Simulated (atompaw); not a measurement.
**Pseudopotential generation for potassium: PAW (atompaw), LDA (PW92)**

Aim: build the potential from the settings below, then test how well it stands in for the atom: scattering, ghost states and the plane-wave cutoff that it needs.

Method: atompaw 4.2.0.5, LDA (PW92), scalar-relativistic.

### Step 1. Settings

The settings as typed:

```
element                 : potassium (K, Z = 19)
type                    : PAW
frozen core             : [Ne] 3s2
valence charge          : 7
reference configuration : 3p6 4s1 4p0
partial waves           : 4s (bound): rc 3.00 bohr; 4s channel at 3.8 Ry: rc 3.00 bohr; 3p (bound): rc 2.15 bohr; 4p (bound, empty): rc 2.75 bohr; 3d channel at 0.2 Ry: rc 3.00 bohr; 3d channel at 1.1 Ry: rc 3.00 bohr
local potential         : bessel scheme, radius 2.20 bohr
core correction         : smooth core density matched at 1.85 bohr
augmentation charge     : besselshape compensation charge, radius 2.65 bohr; PAW radius 3.00 bohr; waves and projectors: custom polynom gramschmidtortho
```

An earlier all-electron run gives the scale for the radii.

All-electron outer shells of the reference configuration (LDA (PW92), scalar-relativistic, ld1.x):

| shell | level (eV) | outermost node (bohr) | outermost maximum (bohr) |
| --- | --- | --- | --- |
| 2p | -280.02 | – | 0.26 |
| 3s | -35.18 | 0.48 | 1.07 |
| 3p | -18.84 | 0.45 | 1.15 |
| 4s | -2.43 | 1.59 | 4.03 |
| 4p | -0.84 | 1.88 | 5.71 |

### Step 2. The generation run

File K.input:

```
K 19
LDA-PW scalarrelativistic loggrid 1500 logderivrange -3 5 201
4 4 0 0 0 0
4 0 1
4 1 0
0 0 0
c
c
c
v
c
v
v
2
3.00 2.65 2.20 1.85
y
3.8
n
n
y
0.2
y
1.1
n
custom polynom gramschmidtortho besselshape
bessel
3.00
3.00
2.15
2.75
3.00
3.00
PWSCFOUT
UPFDX 0.0125d0 UPFXMIN -7.d0 UPFZMESH 19.d0
END
```

The run is started by

```console
$ atompaw < K.input > K.log
```

Q: Predict the outcome of this session. Wanted: cutoffs for 10 and 1 mRy, occupied levels; bound ghosts; largest phase difference near zero energy, channels read; lowest eigenvalue of the overlap; share of valence orbitals outside the PAW sphere; UPF file.

**Answer**, as computed:

```
                                                quantity                     value
               cutoffs for 10 and 1 mRy, occupied levels           15 Ry and 30 Ry
                                            bound ghosts            s at -33.84 eV
largest phase difference near zero energy, channels read                 0.007 rad
         lowest eigenvalue of the overlap (Bessel basis)                 0.069 (s)
        share of valence orbitals outside the PAW sphere  4s 86 %, 3p 2 %, 4p 96 %
                                                UPF file                   written
```

What this shows: A bound ghost (s) makes it unfit for use: electrons can fall into a state that the atom doesn't have. Close by lies the frozen 3s level (-35.2 eV). The potential is soft on the atom at that tolerance: the looser tolerance needs 15 Ry. The slowest occupied level is 3p: taken alone it needs 18 Ry to come within 1 mRy, against 6 Ry or less for 4s. Near zero energy the phases of the channels with partial waves agree within 0.007 rad. These are tests on the free atom; a crystal test is still owed.
